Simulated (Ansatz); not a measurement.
**Ga2BAs3: one candidate of a structure search**

Where does this trial cell of Ga2BAs3 go when cell and atoms are let free?

Program: Ansatz 0.2.0. Level of theory: DFT PBE, scalar-relativistic, plane waves, PAW. These are calculated values, not measurements.

### 1 Starting point

Symmetry: P6/mmm, No. 191, hexagonal system. The conventional cell has a = 4.783 Å, b = 4.783 Å, c = 5.892 Å, α = 90.00°, β = 90.00°, γ = 120.00°. Around Ga (site symmetry 6mm) lie 1 Ga at 1.87 Å and 1 B at 2.01 Å. B (site symmetry 6/mmm) is surrounded by 2 Ga at 2.01 Å. As (site symmetry mmm) has 2 B at 2.39 Å and 4 As at 2.39 Å as nearest neighbours.

Structure file:

```cif
data_structure
_symmetry_space_group_name_H-M 'P 1'
_symmetry_Int_Tables_number 1
_cell_length_a 4.7829
_cell_length_b 4.7829
_cell_length_c 5.8920
_cell_angle_alpha 90.000
_cell_angle_beta 90.000
_cell_angle_gamma 120.000
_cell_volume 116.73
loop_
_atom_site_label
_atom_site_type_symbol
_atom_site_fract_x
_atom_site_fract_y
_atom_site_fract_z
_atom_site_occupancy
Ga1 Ga 0.00000 0.00000 0.84164 1
Ga2 Ga 0.00000 0.00000 0.15836 1
B1 B 0.00000 0.00000 0.50000 1
As1 As 0.50000 0.00000 0.50000 1
As2 As 0.00000 0.50000 0.50000 1
As3 As 0.50000 0.50000 0.50000 1
```

Recipe of the guess: random cell by space group and Wyckoff sites (P6/mmm, No. 191). Its size is a rough estimate.

### 2 A first look at the guess

Contents of input.yaml:

```yaml
crystal:
  lattice:
    - [4.7828748, 0.0, 0.0]
    - [-2.3914374, 4.14209108, 0.0]
    - [0.0, 0.0, 5.89203105]
  atoms:
    - { symbol: Ga, position: [0.0, 0.0, 0.84164257] }
    - { symbol: Ga, position: [0.0, 0.0, 0.15835743] }
    - { symbol: B, position: [0.0, 0.0, 0.5] }
    - { symbol: As, position: [0.5, 0.0, 0.5] }
    - { symbol: As, position: [0.0, 0.5, 0.5] }
    - { symbol: As, position: [0.5, 0.5, 0.5] }
basis:
  ecutwfc: 420
kpoints:
  mp_grid: { grid: [6, 6, 4] }
hamiltonian:
  xc: pbe
scf:
  occupations: { method: gaussian, width: 0.1 }
  lower_state_search: "off"
output:
  forces: true
  stress: true
  eigenvalues: true
```

Command:

```console
$ ansatz run input.yaml --threads 1 --pin off --max-ram 2560MiB --backend cpu --events-out ev --progress --plain --runs-dir out
```

Further runs follow: coarse relaxation; relaxation on the finer mesh.

Before running it: what results should come out? Wanted: conventional cell; volume; energy over the elements; gap on the mesh.

**Answer**, as computed:

| quantity | value |
| --- | --- |
| symmetry at the end (tolerance 0.05 Å) | space group P6/mmm (No. 191) |
| conventional cell | a = 5.459 Å, b = 5.459 Å, c = 6.240 Å, α = 90.00°, β = 90.00°, γ = 120.00° |
| volume | 26.84 Å³/atom |
| energy over the elements | +0.84 eV/atom |
| gap on the mesh | none (metal) |

The space group P6/mmm (No. 191) is kept, and the volume per atom grows by 38.0 % from the first guess. The formation energy is positive, so the separate elements lie lower. No finished test with a distortion of lower symmetry is shown, so the end may be a saddle point.
